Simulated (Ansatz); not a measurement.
The system is LiBe.

```
CELL_PARAMETERS angstrom
2.81115 0.00000 0.00000
0.00000 2.81115 0.00000
0.00000 0.00000 2.81115
ATOMIC_POSITIONS crystal
Be 0.50000 0.50000 0.50000
Li 0.00000 0.00000 0.00000
```

The cell comes from a database or a generator and needn't be the stable form of this composition.

Base run:

| Property | Result |
| --- | --- |
| Program | Ansatz 0.2.0 |
| Functional | revPBE |
| Potentials or basis | all-electron LAPW, scalar-relativistic |
| Cutoff | 117 eV (chosen from the basis error) |
| Basis error allowed | 0.001 eV/atom |
| k mesh | 9 × 9 × 9 |
| Occupations | fermi-dirac, width 0.05 eV |
| Spin | no spin polarisation |

Its results: pressure 2.0 GPa.

Problem. The run is repeated on the same cell with these changes: functional from revPBE to LDA. What comes out?

Solution. Pressure -2.7 GPa.

LDA binds more tightly than revPBE, so the same cell stands under less pressure.
